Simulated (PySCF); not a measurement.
# GeH2MeBr: NMR shifts, electronic excitations, spin-spin couplings and core binding energies at several levels of theory

Aim: compute the NMR shifts, electronic excitations, spin-spin couplings and core binding energies of GeH2MeBr (`[H][Ge]([H])([CH3])[Br]`) at several levels, and see how far they spread and what each costs.

Computed with PySCF 2.14.0, with density-fitted response routines of our own, on a single molecule in the gas phase. Atoms count from 0, in the outputs and in this text.

**1. Starting geometry**

8 atoms, charge 0, multiplicity 1; geometry from: GFN2-xTB.

Bonds of the start (Å): Ge0–H1 1.51, Ge0–H2 1.51, Ge0–C3 1.97, Ge0–Br7 2.28, C3–H4 1.09, C3–H5 1.09, C3–H6 1.09.

**2. Geometry optimisation at PBE0-D3(BJ)/def2-SVP**

The job: settings as JSON, then the geometry in Å.

```
{"job": {"xc": "PBE0", "basis": "def2-SVP", "d3": "d3bj", "grid": 1, "maxiter": 40, "kind": "geom"}, "charge": 0, "multiplicity": 1}
Ge     0.504720    -0.640050     0.360820
H      0.508510    -0.752260     1.868100
H      1.921810    -0.775500    -0.146210
C     -0.448080     0.939030    -0.324900
H     -0.006440     1.853370     0.061700
H     -1.495030     0.909070    -0.028800
H     -0.402530     0.967730    -1.412740
Br    -0.582970    -2.501400    -0.377960
```

On the command line:

```console
> OMP_NUM_THREADS=1 python probes_run.py task.json out
```

The driver reads the jobs from task.json and runs them one after another.

Log:

```text
step   0  E = -4691.10719464  max force = 0.013786
step   1  E = -4691.10892445  max force = 0.002390
step   2  E = -4691.10896424  max force = 0.000589
step   3  E = -4691.10884918  max force = 0.005256
step   4  E = -4691.10894032  max force = 0.003485
step   5  E = -4691.10902387  max force = 0.000487
step   6  E = -4691.10904144  max force = 0.000467
step   7  E = -4691.10903808  max force = 0.000070
step   8  E = -4691.10903908  max force = 0.000132
optimisation converged
```

Run time: 52 s. Hardware: 1 thread, shared host.

Along the way: (the energy doesn't fall at every step)

| step | energy from step 0 (eV) | largest force component (eV/Å) |
| --- | --- | --- |
| 0 | 0.0000 | 0.7089 |
| 1 | -0.0471 | 0.1229 |
| 2 | -0.0482 | 0.0303 |
| 3 | -0.0450 | 0.2703 |
| 4 | -0.0475 | 0.1792 |
| 5 | -0.0498 | 0.0250 |
| 6 | -0.0503 | 0.0240 |
| 7 | -0.0502 | 0.0036 |
| 8 | -0.0502 | 0.0068 |

Distances of close pairs at the start and the end, largest changes first:

| bond | before (Å) | after (Å) | change (Å) |
| --- | --- | --- | --- |
| Ge0–Br7 | 2.279 | 2.319 | +0.040 |
| Ge0–C3 | 1.968 | 1.941 | -0.027 |
| Ge0–H2 | 1.511 | 1.538 | +0.027 |
| Ge0–H1 | 1.511 | 1.538 | +0.027 |
| C3–H4 | 1.087 | 1.100 | +0.014 |
| C3–H5 | 1.088 | 1.099 | +0.010 |
| C3–H6 | 1.089 | 1.099 | +0.010 |

The end geometry stands in the next job.

| at the end point | value |
| --- | --- |
| point group (found at 0.08 Å tolerance) | Cs |
| rotational constants (GHz, main isotopes) | 10.434, 1.877, 1.641 |
| dipole moment (D) | 2.43 |

**3. Nuclear shieldings: PBE0/pcSseg-1+pcSseg-2**

The job: settings as JSON, then the geometry in Å.

```
{"job": {"kind": "nmr", "xc": "PBE0", "basis": {"default": "pcSseg-1", "Ge": "pcSseg-2"}}, "charge": 0, "multiplicity": 1}
Ge     0.504608    -0.648395     0.325477
H      0.411280    -0.877979     1.843337
H      1.970520    -0.658329    -0.139328
C     -0.454045     0.936703    -0.252905
H      0.000223     1.836990     0.187230
H     -1.504452     0.872134     0.063223
H     -0.416582     1.013589    -1.348436
Br    -0.511561    -2.474723    -0.678589
```

With the program's defaults for keys left out, this is: GIAO PBE0/pcSseg-1 Ge:pcSseg-2 NMR shielding, non-relativistic, gas phase.

Log:

```text
coarse grid: 32288 points
cycle   1  E = -4691.3924195838  dE = -1.877e+00  |g| = 1.241e+00  |ddm| = 2.388e+00
cycle   2  E = -4691.3511155266  dE =  4.130e-02  |g| = 1.258e+00  |ddm| = 7.669e-01
cycle   3  E = -4691.4643375453  dE = -1.132e-01  |g| = 2.140e-01  |ddm| = 4.913e-01
cycle   4  E = -4691.4675879576  dE = -3.250e-03  |g| = 3.557e-02  |ddm| = 8.165e-02
cycle   5  E = -4691.4676574864  dE = -6.953e-05  |g| = 6.150e-03  |ddm| = 2.145e-02
cycle   6  E = -4691.4676662055  dE = -8.719e-06  |g| = 1.621e-03  |ddm| = 8.143e-03
final grid: 64184 points
cycle   7  E = -4691.4676469169  dE =  4.187e-07  |g| = 2.260e-03  |ddm| = 3.383e-03
cycle   8  E = -4691.4676460830  dE =  8.339e-07  |g| = 3.161e-03  |ddm| = 4.225e-03
cycle   9  E = -4691.4676480684  dE = -1.985e-06  |g| = 1.376e-04  |ddm| = 2.280e-03
cycle  10  E = -4691.4676480720  dE = -3.631e-09  |g| = 3.014e-05  |ddm| = 1.114e-04
cycle  11  E = -4691.4676480721  dE = -5.184e-11  |g| = 1.261e-06  |ddm| = 1.113e-05
converged SCF energy = -4691.4676480721

GIAO shielding tensors (ppm)
atom      isotropic    diamagn.    paramagn.     s11        s22        s33       span
  0 Ge    1366.504    2757.187   -1390.683   1223.310   1382.579   1493.622    270.312
  1 H       25.962      28.127      -2.166     18.767     21.641     37.476     18.709
  2 H       25.962      28.131      -2.168     18.753     21.654     37.479     18.726
  3 C      181.233     248.459     -67.226    168.325    180.581    194.793     26.469
  4 H       30.714      28.478       2.236     25.360     26.936     39.846     14.486
  5 H       30.330      28.684       1.646     25.300     28.324     37.367     12.067
  6 H       30.340      28.687       1.653     25.278     28.397     37.345     12.067
  7 Br    2772.313    3122.048    -349.735   2631.920   2766.760   2918.259    286.339
```

Run time: 26 s. Hardware: 1 thread, shared host.

Shifts follow as δ = σ(reference) − σ, with reference shieldings (ppm) from runs at the same level and on the same kind of geometry: 1H TMS 31.27, 13C TMS 184.4, 79Br HBr 2584. The references are single molecules in the gas phase. Atoms listed in one row are averaged.

| atoms | environment | σ (ppm) | δ (ppm) |
| --- | --- | --- | --- |
| C3 | carbon bonded to Ge, 3 H | 181.2 | 3.2 |
| H1, H2 | hydrogen on a germanium bonded to C, Br | 25.96 | 5.31 |
| H4, H5, H6 | hydrogen on a carbon bonded to Ge | 30.46 | 0.81 |
| Ge0 | germanium bonded to C, Br, 2 H | 1367 | – |
| Br7 | bromine bonded to Ge | 2772 | -188 |

Charges from the same density, by scheme (e):

| atoms | Mulliken | IAO | Hirshfeld | ESP fit |
| --- | --- | --- | --- | --- |
| Ge0 | 0.15 | 0.65 | 0.34 | 0.25 |
| C3 | -0.37 | -0.68 | -0.20 | -0.30 |
| Br7 | -0.21 | -0.28 | -0.16 | -0.20 |

Mayer bond orders: Ge0–C3 1.06, Ge0–Br7 1.09.

With diffuse functions Mulliken charges and Mayer bond orders lose their meaning; the other schemes are steadier.

The fields below are evaluated on a grid from the run's orbitals.

Frontier orbitals at PBE0/pcSseg-1+pcSseg-2, with the share of their density that lies nearest to each atom:

| orbital | energy (eV) | lies on |
| --- | --- | --- |
| HOMO | -8.03 | Br7 82 %; C3 7 % |
| LUMO | -0.23 | Br7 29 %; Ge0 29 %; H1, H2 about 16 % each |

ELF in a plane through or near 4 of the atoms.

Values, 10 rows by 14 columns:
```
0.00 0.00 0.00 0.00 0.00 0.00 0.00 0.00 0.00 0.00 0.00 0.00 0.00 0.00
0.00 0.00 0.00 0.00 0.00 0.00 0.00 0.00 0.00 0.00 0.00 0.00 0.00 0.00
0.00 0.00 0.00 0.00 0.01 0.02 0.01 0.00 0.00 0.01 0.00 0.00 0.00 0.00
0.00 0.00 0.00 0.06 0.19 0.31 0.19 0.11 0.36 0.98 0.98 0.13 0.00 0.00
0.00 0.00 0.00 0.09 0.27 0.47 0.39 0.52 0.78 0.99 0.97 0.27 0.00 0.00
0.00 0.06 0.24 0.36 0.41 0.29 0.25 0.80 0.21 0.28 0.30 0.06 0.00 0.00
0.00 0.46 0.77 0.67 0.26 0.74 0.26 0.14 0.39 0.46 0.15 0.03 0.00 0.00
0.01 0.44 0.79 0.20 0.68 0.63 0.56 0.03 0.02 0.03 0.02 0.00 0.00 0.00
0.00 0.06 0.26 0.59 0.73 0.73 0.45 0.04 0.00 0.00 0.00 0.00 0.00 0.00
0.00 0.00 0.00 0.05 0.10 0.09 0.01 0.00 0.00 0.00 0.00 0.00 0.00 0.00
```
The map spans 9.1 Å across and 8.7 Å up, centred on the molecule. Atoms in the plane (x, y in Å): Ge0 (-0.8, 0.3), C3 (1.1, -0.1), H4 (1.6, 0.8), Br7 (-1.9, -1.8).

log10 of the density (e/Å³) in the same plane.

Ten even steps from ' ' (-4.0) to '@' (2.8):
```
                                                        
                                                        
                                                        
                ............                            
            ....::::::::::::..............              
        ....::::--------------::--------::::..          
        ..::------==========----========----::..        
      ....::----==++++++++========++++++====::::..      
    ....::::--====++####**++++++++++**++++==--::..      
    ..::::----====**%%@@##**++++******++====--::..      
  ..::::----====++++**##**++++++**%%**++==--::::..      
....::--====++++++++++++++++++++++++++++==--::::..      
..::----==++++****++++++==========++====----::....      
..::--====++**%%%%##++++====--------------::....        
..::--====++**%%%%**++++==----::::::::::::....          
..::----====++++++++++==----::::..........              
....::------============--::::..                        
......::::--------------::::..                          
      ....::::::::::::::....                            
            ..........                                  
```
The map spans 9.1 Å across and 8.7 Å up, centred on the molecule. Atoms in the plane (x, y in Å): Ge0 (-0.8, 0.3), C3 (1.1, -0.1), H4 (1.6, 0.8), Br7 (-1.9, -1.8).

On the surface of density 0.002 e/bohr³ the electrostatic potential runs, from the 1st to the 99th percentile, from -0.69 V near Br7 to 1.43 V near H4.

**4. Ultraviolet spectrum: B3LYP/def2-SVPD**

The job, as its differences from that of step 3:

```diff
@@ -1,2 +1,2 @@
-{"job": {"kind": "nmr", "xc": "PBE0", "basis": {"default": "pcSseg-1", "Ge": "pcSseg-2"}}, "charge": 0, "multiplicity": 1}
+{"job": {"kind": "uv", "xc": "B3LYP", "basis": "def2-SVPD", "ip": true, "nstates": 15}, "charge": 0, "multiplicity": 1}
 Ge     0.504608    -0.648395     0.325477
```

Method: TDDFT B3LYP/def2-SVPD, vertical, gas phase, core orbitals frozen in the response.

Log:

```text
coarse grid: 32288 points
cycle   1  E = -4691.7480166008  dE = -1.653e+00  |g| = 5.397e-01  |ddm| = 3.142e+00
cycle   2  E = -4691.7157039193  dE =  3.231e-02  |g| = 6.743e-01  |ddm| = 1.148e+00
cycle   3  E = -4691.7966732368  dE = -8.097e-02  |g| = 4.620e-02  |ddm| = 7.013e-01
cycle   4  E = -4691.7969983897  dE = -3.252e-04  |g| = 8.113e-03  |ddm| = 5.273e-02
cycle   5  E = -4691.7970097214  dE = -1.133e-05  |g| = 3.027e-03  |ddm| = 1.409e-02
cycle   6  E = -4691.7970122877  dE = -2.566e-06  |g| = 3.441e-04  |ddm| = 4.644e-03
final grid: 64184 points
cycle   7  E = -4691.7969569231  dE = -2.311e-08  |g| = 4.638e-04  |ddm| = 2.934e-03
cycle   8  E = -4691.7969568962  dE =  2.698e-08  |g| = 6.097e-04  |ddm| = 1.542e-03
cycle   9  E = -4691.7969569792  dE = -8.300e-08  |g| = 4.775e-05  |ddm| = 8.046e-04
cycle  10  E = -4691.7969569797  dE = -4.911e-10  |g| = 8.910e-06  |ddm| = 6.324e-05
converged SCF energy = -4691.7969569797

Static polarisability (au): isotropic 67.298, principal 57.964 64.550 79.381

Singlet excitations
state   eV       nm        f      main configurations
  1   5.9900    207.0   0.01606   H->L 0.98
  2   5.9972    206.7   0.01626   H-1->L 0.98
  3   7.0200    176.6   0.00513   H-1->L+1 0.96
  4   7.0245    176.5   0.02908   H->L+1 0.93
  5   7.3130    169.5   0.00005   H-1->L+2 0.96
  6   7.3538    168.6   0.02066   H->L+2 0.89
  7   7.7871    159.2   0.00567   H-3->L 0.55, H-2->L 0.38
  8   7.9907    155.2   0.00001   H-4->L 0.59, H-1->L+3 0.39
  9   8.0476    154.1   0.08492   H->L+3 0.62, H-2->L 0.17
 10   8.0918    153.2   0.00849   H->L+4 0.42, H-4->L 0.27, H-1->L+3 0.24
 11   8.1098    152.9   0.01653   H-1->L+4 0.39, H->L+3 0.29, H-3->L 0.13
 12   8.1500    152.1   0.02753   H->L+4 0.51, H-1->L+3 0.31, H-4->L 0.12
 13   8.2995    149.4   0.27562   H-1->L+4 0.48, H-3->L 0.13, H-1->L+5 0.13
 14   8.5150    145.6   0.00348   H->L+5 0.90
 15   8.5634    144.8   0.00776   H-1->L+6 0.89

Triplet excitations (Tamm-Dancoff, eV): 5.5727 5.5821 6.8500 6.8825
Vertical ionisation energy (delta-SCF) = 10.2512 eV
```

Run time: 53 s. Hardware: 1 thread, shared host.

The orbitals next to the gap, with their largest atomic shares:

| orbital | eV | atoms |
| --- | --- | --- |
| HOMO−3 | -9.63 | Br7 31 %, Ge0 26 %, C3 16 % |
| HOMO−2 | -9.48 | Br7 42 %, C3 24 %, Ge0 22 % |
| HOMO−1 | -7.83 | Br7 82 %, Ge0 11 % |
| HOMO | -7.82 | Br7 80 %, Ge0 9 %, C3 7 % |
| LUMO | -0.76 | Br7 37 %, Ge0 33 %, H1 10 % |
| LUMO+1 | 0.07 | Ge0 40 %, Br7 16 %, C3 14 % |
| LUMO+2 | 0.33 | Ge0 22 %, C3 17 %, Br7 17 % |

With each of the 15 states as a Gaussian band of 0.4 eV half-width at 1/e, the curve within the window shown has maxima at 207 nm (ε 1,300), 173 nm (ε 2,000), 151 nm (ε 16,000) L/(mol cm). Beyond the last state computed it falls off for lack of states. The curve at chosen wavelengths:

| nm | ε (L/mol/cm) |
| --- | --- |
| 140 | 1902 |
| 144 | 7321 |
| 147 | 12747 |
| 151 | 15898 |
| 154 | 13507 |
| 158 | 7689 |
| 162 | 3527 |
| 165 | 2216 |
| 169 | 1876 |
| 172 | 1941 |
| 176 | 1867 |
| 180 | 1476 |
| 183 | 1089 |
| 187 | 670 |
| 190 | 530 |
| 194 | 598 |
| 198 | 863 |
| 201 | 1088 |
| 205 | 1285 |
| 208 | 1303 |
| 212 | 1154 |
| 216 | 884 |
| 219 | 665 |
| 223 | 410 |
| 226 | 266 |
| 230 | 138 |

Leading natural transition orbitals of singlet state 13: the hole lies on Br7 86 %; H1, H2 about 6 % each; the particle on Br7 39 %; H1, H2 about 18 % each; H5, H6 about 8 % each.

Leading natural transition orbitals of singlet state 1: the hole lies on Br7 84 %; C3 6 %; the particle on Br7 34 %; Ge0 28 %; H1, H2 about 14 % each.

Further results of this job:

| property | computed |
| --- | --- |
| dipole moment (D) | 2.45 |
| polarisability (Å³) | 9.97 |
| HOMO–LUMO gap (eV) | 7.05 |
| −ε(HOMO) (eV) | 7.82 |

(Part 1 of 2 ends here.)
